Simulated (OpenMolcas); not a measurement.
**CH4AlNO (SMILES C1[NH][AlH][O]1) at 6 levels**

Aim: a comparison of 6 runs (B3LYP/def2-SVPD, M06-L/def2-SVPD, PBE0/def2-SVPD, SVWN5/def2-SVPD, TPSS/def2-SVPD, r2SCAN/def2-SVPD) of CH4AlNO. 

The calculation is run with OpenMolcas 26.06.

### 1 The molecule

The species is CH4AlNO (8 atoms), meant as a singlet with charge 0. SMILES: `C1[NH][AlH][O]1`. The coordinates come from a PBE0-D4/def2-TZVP relaxation.

Bond lengths: C1–N2 1.466 Å, N2–Al3 1.758 Å, C1–O4 1.423 Å, Al3–O4 1.732 Å, C1–H5 1.099 Å, C1–H6 1.099 Å, N2–H7 1.002 Å, Al3–H8 1.569 Å. Some angles: C1–N2–Al3 87.4°, N2–C1–O4 102.5°, N2–Al3–O4 80.4°, C1–O4–Al3 89.8°, C1–N2–H7 120.2°, Al3–N2–H7 152.4°, N2–C1–H5 112.7°, N2–C1–H6 112.7°, O4–C1–H5 109.9°, O4–C1–H6 109.9°.

### 2 Energy and gradient at B3LYP/def2-SVPD (run 1)

Contents of job.input:

```
>>> EXPORT MOLCAS_PRINT=2

&GATEWAY
  BasLib=$CurrDir
  Coord
  8
  angstrom
  C       -0.254000       0.762000      -0.440000
  N        0.576900       0.253100       0.654700
  Al       0.036100      -1.359500       0.209100
  O       -0.820500      -0.429100      -0.975000
  H        0.332400       1.276900      -1.213500
  H       -1.052500       1.431000      -0.090700
  H        1.107700       0.887000       1.221500
  H        0.166000      -2.878600       0.578000
  Basis=def2-SVPD
  Group=NoSym

&SEWARD
  GridInput
  Grid=UltraFine
  End of Grid

&SCF
  KSDFT=B3LYP
  Thresholds=1e-10 1e-07 1e-07 1e-05
  PrOrbitals=1 1

&ALASKA
```

The basis set def2-SVPD is read from a file made from the Basis Set Exchange's data (not shown).

Started as:

```sh
$ export MOLCAS_MEM=1860
$ pymolcas job.input > job.log
```

Output:

```text
--- Start Module: gateway ---
[...]
--- Stop Module: gateway /rc=_RC_ALL_IS_WELL_ ---
[...]
      Basis functions          119
[...]
--- Start Module: scf ---
[...]
       Convergence after  14 Iterations
[...]
::    Total KS-DFT energy                            -412.7825300722
[...]
      Total spin, S                                     0.0000000000
[...]
      Total electronic charge=   38.000000
      Total            charge=   -0.000000
[...]
      Dipole Moment (debye):
      Origin of the operator (angstrom)=   -0.0899   -0.4127   -0.0762
                   X=  1.2602E+00               Y=  1.9329E-02               Z=  1.5501E+00           Total=  1.9978E+00
      Quadrupole Moment (debye*angstrom):
[...]
--- Stop Module: scf /rc=_RC_ALL_IS_WELL_ ---
[...]
--- Start Module: alaska ---
[...]
 *              Molecular gradients               *
 **************************************************
  Irreducible representation: a
 ------------------------------------------------------------------------------------------
                              X                       Y                       Z
 ------------------------------------------------------------------------------------------
  C1                9.84476487322361E-04   -5.39703342550091E-03    1.97473475075194E-03
  N2               -2.48333160852798E-03   -3.94551463779269E-03   -2.51615287569962E-03
  AL3              -3.61604948182337E-03    2.06039382510887E-02   -7.29163315232029E-03
  O4                7.22980223080505E-03   -1.65192210901755E-03    9.15813132622567E-03
  H5               -2.18876893186737E-03   -2.46265478906427E-03    3.11865381251764E-03
  H6                3.14755297330649E-03   -3.08553680450840E-03   -1.21080315367461E-03
  H7               -3.21220720736903E-03   -2.70998033800485E-03   -3.59026485288538E-03
  H8                1.38525538156131E-04   -1.35129614726770E-03    3.57334145074995E-04
[...]
--- Stop Module: alaska /rc=_RC_ALL_IS_WELL_ ---
[...]
```

Wall time 47 s (1 thread of Intel Xeon 6975P-C (Granite Rapids), shared host); peak memory 0.75 GiB.

### 3 Energy and forces at M06-L/def2-SVPD (run 2)

Contents of mol.inp:

```
&GATEWAY
  BASLIB
  $CurrDir
  COORD
  8
  angstrom
  C       -0.254000       0.762000      -0.440000
  N        0.576900       0.253100       0.654700
  Al       0.036100      -1.359500       0.209100
  O       -0.820500      -0.429100      -0.975000
  H        0.332400       1.276900      -1.213500
  H       -1.052500       1.431000      -0.090700
  H        1.107700       0.887000       1.221500
  H        0.166000      -2.878600       0.578000
  BASIS
  def2-SVPD
  GROUP
  NoSym

&SEWARD
  GRIDINPUT
  Grid=UltraFine
  End of Grid

&SCF
  KSDFT
  M06L
  THRESHOLDS
  1e-10 1e-07 1e-07 1e-05
  PRORBITALS
  1 1

&ALASKA
```

The basis set def2-SVPD is read from a file made from the Basis Set Exchange's data (not shown).

Started as:

```sh
$ export MOLCAS_MEM=1860
$ pymolcas mol.inp > mol.log
```

Output:

```text
--- Start Module: gateway ---
[...]
--- Stop Module: gateway /rc=_RC_ALL_IS_WELL_ ---
[...]
      Basis functions          119
[...]
--- Start Module: scf ---
[...]
       Convergence after  15 Iterations
[...]
::    Total KS-DFT energy                            -412.7300035546
[...]
      Total spin, S                                     0.0000000000
[...]
      Total electronic charge=   38.000000
      Total            charge=   -0.000000
[...]
      Dipole Moment (debye):
      Origin of the operator (angstrom)=   -0.0899   -0.4127   -0.0762
                   X=  1.2362E+00               Y= -1.5442E-01               Z=  1.5444E+00           Total=  1.9842E+00
      Quadrupole Moment (debye*angstrom):
[...]
--- Stop Module: scf /rc=_RC_ALL_IS_WELL_ ---
[...]
--- Start Module: alaska ---
[...]
 *              Molecular gradients               *
 **************************************************
  Irreducible representation: a
 ------------------------------------------------------------------------------------------
                              X                       Y                       Z
 ------------------------------------------------------------------------------------------
  C1               -7.27547290175101E-04    5.02167949837062E-03   -1.56517866429118E-03
  N2                8.29370253310202E-04   -1.83047362182354E-03    1.27646950829963E-03
  AL3              -2.92637524337658E-03    1.32828291530558E-02   -5.43438295000342E-03
  O4                3.67571886382656E-03   -4.83821591719646E-03    5.21156154322533E-03
  H5               -1.84072850610972E-03   -3.26859879445074E-03    3.32448318682577E-03
  H6                3.17126780204546E-03   -3.85519188374950E-03   -7.42099123878681E-04
  H7               -2.38290439589894E-03   -2.96095832149845E-03   -2.53263355091438E-03
  H8                2.01198516281087E-04   -1.55107011274103E-03    4.61780050733274E-04
[...]
--- Stop Module: alaska /rc=_RC_ALL_IS_WELL_ ---
[...]
```

It took 61 s on 1 thread of Intel Xeon 6975P-C (Granite Rapids), shared host; peak memory 0.75 GiB.

Runs 3 to 5 aren't shown in full; the table further down has their settings and results.

### 4 Energy and forces at r2SCAN/def2-SVPD (run 6)

Contents of mol.input:

```
&GATEWAY
 BasLib = $CurrDir
 Coord
 8
 angstrom
 C       -0.254000       0.762000      -0.440000
 N        0.576900       0.253100       0.654700
 Al       0.036100      -1.359500       0.209100
 O       -0.820500      -0.429100      -0.975000
 H        0.332400       1.276900      -1.213500
 H       -1.052500       1.431000      -0.090700
 H        1.107700       0.887000       1.221500
 H        0.166000      -2.878600       0.578000
 Basis = def2-SVPD
 Group = NoSym

&SEWARD
 GridInput
 Grid=UltraFine
 End of Grid

&SCF
 KSDFT = 2
 1.0 MGGA_X_R2SCAN
 1.0 MGGA_C_R2SCAN
 Thresholds = 1e-10 1e-07 1e-07 1e-05
 PrOrbitals = 1 1

&ALASKA
```

The basis set def2-SVPD is read from a file made from the Basis Set Exchange's data (not shown).

Started as:

```sh
$ export MOLCAS_MEM=1860
$ pymolcas mol.input > mol.log
```

Output:

```text
--- Start Module: gateway ---
[...]
--- Stop Module: gateway /rc=_RC_ALL_IS_WELL_ ---
[...]
      Basis functions          119
[...]
--- Start Module: scf ---
[...]
       Convergence after  14 Iterations
[...]
::    Total KS-DFT energy                            -412.6400499787
[...]
      Total spin, S                                     0.0000000000
[...]
      Total electronic charge=   38.000000
      Total            charge=   -0.000000
[...]
      Dipole Moment (debye):
      Origin of the operator (angstrom)=   -0.0899   -0.4127   -0.0762
                   X=  1.2338E+00               Y=  8.4587E-02               Z=  1.5085E+00           Total=  1.9506E+00
      Quadrupole Moment (debye*angstrom):
[...]
--- Stop Module: scf /rc=_RC_ALL_IS_WELL_ ---
[...]
--- Start Module: alaska ---
[...]
 *              Molecular gradients               *
 **************************************************
  Irreducible representation: a
 ------------------------------------------------------------------------------------------
                              X                       Y                       Z
 ------------------------------------------------------------------------------------------
  C1               -2.00423405810835E-04   -1.23601839826293E-03   -5.64557856046477E-05
  N2               -2.05593496207790E-03   -3.33289327952180E-03   -2.07422151577052E-03
  AL3              -3.25857225291526E-03    1.65109329227988E-02   -6.28800020626130E-03
  O4                7.51644769157522E-03   -2.34492449218249E-03    9.60611460644500E-03
  H5               -2.83212641165020E-03   -2.64602442078532E-03    3.91448940915140E-03
  H6                4.02347280653270E-03   -3.43792778193475E-03   -1.64672958532019E-03
  H7               -3.24582204553137E-03   -3.63767380663216E-03   -3.50401415319546E-03
  H8                5.29585799208254E-05    1.24529256396055E-04    4.88172306164492E-05
[...]
--- Stop Module: alaska /rc=_RC_ALL_IS_WELL_ ---
[...]
```

It took 57 s on 1 thread of Intel Xeon 6975P-C (Granite Rapids), shared host; peak memory 0.75 GiB.

### 5 All runs side by side

| run | level | energy (Eh) | dipole moment (D) | HOMO energy (eV) | LUMO energy (eV) | wall time |
| --- | --- | --- | --- | --- | --- | --- |
| 1 | B3LYP/def2-SVPD | -412.782530 | 2.00 | -6.70 | -0.67 | 47 s |
| 2 | M06-L/def2-SVPD | -412.730004 | 1.98 | -5.69 | -0.55 | 61 s |
| 3 | PBE0/def2-SVPD | -412.454879 | 2.00 | -6.91 | -0.43 | 46 s |
| 4 | SVWN5/def2-SVPD | -410.366954 | 1.95 | -5.76 | -1.37 | 35 s |
| 5 | TPSS/def2-SVPD | -412.806367 | 1.90 | -5.69 | -0.99 | 62 s |
| 6 | r2SCAN/def2-SVPD | -412.640050 | 1.95 | -5.84 | -0.80 | 57 s |

### 6 Summary of results

```
                       quantity          value
            run 6: total energy  -412.64005 Eh
           run 6: dipole moment         1.95 D
             run 6: HOMO energy       -5.84 eV
             run 6: LUMO energy       -0.80 eV
           run 6: HOMO–LUMO gap        5.04 eV
run 6: largest force on an atom     0.924 eV/Å
```

**Reading.** The dipole moment (its size) runs from 1.90 D (TPSS/def2-SVPD) to 2.00 D (PBE0/def2-SVPD). The HOMO–LUMO gap runs from 4.40 eV (SVWN5/def2-SVPD) to 6.48 eV (PBE0/def2-SVPD). Totals of different functionals can't be ranked against each other. All runs together took 5.1 min, the longest 62 s.
